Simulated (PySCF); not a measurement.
# SnS (SMILES [S][Sn]): B3LYP/STO-3G

Aim: the vertical ionisation energy of SnS at B3LYP/STO-3G, from 2 runs. The job is set up through a Python script.

Program for the calculation: PySCF 2.14.0.

11 further runs of the same task are left out: 5 that didn't finish, 6 set aside as unsound or not needed.

### Step 1. The system as given

SnS: 2 atoms, total charge 0, spin state singlet. SMILES: `[S][Sn]`. The bond length is the measured one.

Bond lengths: S1–Sn2 2.209 Å.

### Step 2. A single-point energy at B3LYP/STO-3G

run.py

```python
from pyscf import gto, dft

mol = gto.Mole()
mol.atom = '''
S      0.000000     0.000000     0.000000
Sn     0.000000     0.000000     4.174454
'''
mol.spin = 0
mol.basis = 'sto-3g'
mol.verbose = 3
mol.unit = 'bohr'
mol.max_memory = 1860
mol.build()

mf = dft.RKS(mol)
mf.xc = 'b3lyp'
mf.conv_tol = 1e-10
mf.grids.level = 5
mf.kernel()
if not mf.converged:
    mf = mf.newton().run(mf.mo_coeff, mf.mo_occ)

e_tot = mf.e_tot
print('E(%s) = %.9f' % ('B3LYP', e_tot))
```

Started as:

```sh
OMP_NUM_THREADS=1 python run.py
```

Standard output:

```text
converged SCF energy = -6359.09270853593
E(B3LYP) = -6359.092708536
```

Run time: 6.6 s. Hardware: 1 thread of Arm Neoverse V1, shared host; peak memory 0.24 GiB.

### Step 3. The doublet cation at the same level

run.py

```python
from pyscf import gto, dft

mol = gto.Mole()
mol.atom = 'S 0.000000 0.000000 0.000000; Sn 0.000000 0.000000 2.209026'
mol.charge = 1
mol.basis = 'sto-3g'
mol.spin = 1
mol.max_memory = 1860
mol.verbose = 4
mol.build()

mf = dft.UKS(mol)
mf.xc = 'b3lyp'
mf.conv_tol = 1e-10
mf.grids.level = 5
mf.kernel()
if not mf.converged:
    mf = mf.newton().run(mf.mo_coeff, mf.mo_occ)

etot = mf.e_tot
print('E(%s) = %.9f' % ('B3LYP', etot))
```

Started as:

```sh
OMP_NUM_THREADS=1 python run.py
```

Standard output:

```text
PySCF version 2.14.0

[INPUT] num. atoms = 2
[INPUT] num. electrons = 65
[INPUT] charge = 1
[INPUT] spin (= nelec alpha-beta = 2S) = 1
[INPUT] symmetry False subgroup None
[INPUT] Mole.unit = angstrom
[INPUT] Symbol           X                Y                Z      unit          X                Y                Z       unit  Magmom
[INPUT]  1 S      0.000000000000   0.000000000000   0.000000000000 AA    0.000000000000   0.000000000000   0.000000000000 Bohr   0.0
[INPUT]  2 Sn     0.000000000000   0.000000000000   2.209026000000 AA    0.000000000000   0.000000000000   4.174454142043 Bohr   0.0

nuclear repulsion = 191.641822566145
number of shells = 16
number of NR pGTOs = 108
number of NR cGTOs = 36
basis = sto-3g
ecp = {}

******** <class 'pyscf.dft.uks.UKS'> ********
method = UKS
initial guess = minao
damping factor = 0
level_shift factor = 0
DIIS = <class 'pyscf.scf.diis.CDIIS'>
diis_start_cycle = 1
diis_space = 8
diis_damp = 0
SCF conv_tol = 1e-10
SCF conv_tol_grad = None
SCF max_cycles = 50
direct_scf = True
direct_scf_tol = 1e-13
number electrons alpha = 33  beta = 32
XC library pyscf.dft.libxc version 7.0.0
    S. Lehtola, C. Steigemann, M. J.T. Oliveira, and M. A.L. Marques.,  SoftwareX 7, 1–5 (2018)
XC functionals = b3lyp
    P. J. Stephens, F. J. Devlin, C. F. Chabalowski, and M. J. Frisch.,  J. Phys. Chem. 98, 11623 (1994)
radial grids:
    Treutler-Ahlrichs [JCP 102, 346 (1995); DOI:10.1063/1.469408] (M4) radial grids

becke partition: Becke, JCP 88, 2547 (1988); DOI:10.1063/1.454033
pruning grids: <function nwchem_prune>
grids dens level: 5
symmetrized grids: False
atomic radii adjust function: <function treutler_atomic_radii_adjust>
small_rho_cutoff = 0
Set gradient conv threshold to 1e-05
tot grids = 90056
init E= -6342.54335294048
[... the frontier-level lines of each cycle are left out ...]



cycle= 1 E= -6358.6521849221  delta_E= -16.1  |g|= 0.473  |ddm|= 1.85
cycle= 2 E= -6358.14662400085  delta_E= 0.506  |g|= 0.579  |ddm|= 2.54
cycle= 3 E= -6358.60683633879  delta_E= -0.46  |g|= 0.51  |ddm|= 2.59
cycle= 4 E= -6358.61346701566  delta_E= -0.00663  |g|= 0.503  |ddm|= 0.0131
cycle= 5 E= -6358.85297226868  delta_E= -0.24  |g|= 0.0347  |ddm|= 0.898
cycle= 6 E= -6358.85572736369  delta_E= -0.00276  |g|= 0.0103  |ddm|= 0.16
cycle= 7 E= -6358.85618043633  delta_E= -0.000453  |g|= 0.0065  |ddm|= 0.108
cycle= 8 E= -6358.85622437076  delta_E= -4.39e-05  |g|= 0.00272  |ddm|= 0.0115
cycle= 9 E= -6358.85623394353  delta_E= -9.57e-06  |g|= 0.00017  |ddm|= 0.00907
cycle= 10 E= -6358.85623397753  delta_E= -3.4e-08  |g|= 2.08e-05  |ddm|= 0.000374
cycle= 11 E= -6358.85623397804  delta_E= -5.14e-10  |g|= 2.75e-06  |ddm|= 5.23e-05
cycle= 12 E= -6358.85623397805  delta_E= -7.28e-12  |g|= 3.65e-07  |ddm|= 7.37e-06
Extra cycle  E= -6358.85623397806  delta_E= -6.37e-12  |g|= 6.97e-07  |ddm|= 2.51e-06
converged SCF energy = -6358.85623397806  <S^2> = 0.75529849  2S+1 = 2.0052915
E(B3LYP) = -6358.856233978
```

Wall time 6 s (1 thread of Arm Neoverse V1, shared host); peak memory 0.23 GiB.

### Step 4. What came out

Level: B3LYP/STO-3G.

```
                                          quantity           value
                         singlet SnS: total energy  -6359.09271 Eh
                        singlet SnS: dipole moment          0.83 D
                          singlet SnS: HOMO energy        -3.25 eV
                          singlet SnS: LUMO energy         1.54 eV
                        singlet SnS: HOMO–LUMO gap         4.79 eV
                      doublet cation: total energy  -6358.85623 Eh
doublet cation: HOMO energy (highest over α and β)       -10.84 eV
 doublet cation: LUMO energy (lowest over α and β)        -9.43 eV
                              doublet cation: ⟨S²⟩           0.755
vertical ionisation energy (to the doublet cation)        6.435 eV
```

In words: Removing an electron at fixed nuclei costs 6.43 eV (148 kcal/mol). The negative HOMO energy of the first species, 3.25 eV, lies 3.18 eV below that difference. In a minimal basis such a difference can be off by several eV, whatever the method. Relativity is left out (singlet SnS) although the molecule holds a heavy atom. Relativity is left out (doublet cation) although the molecule holds a heavy atom.
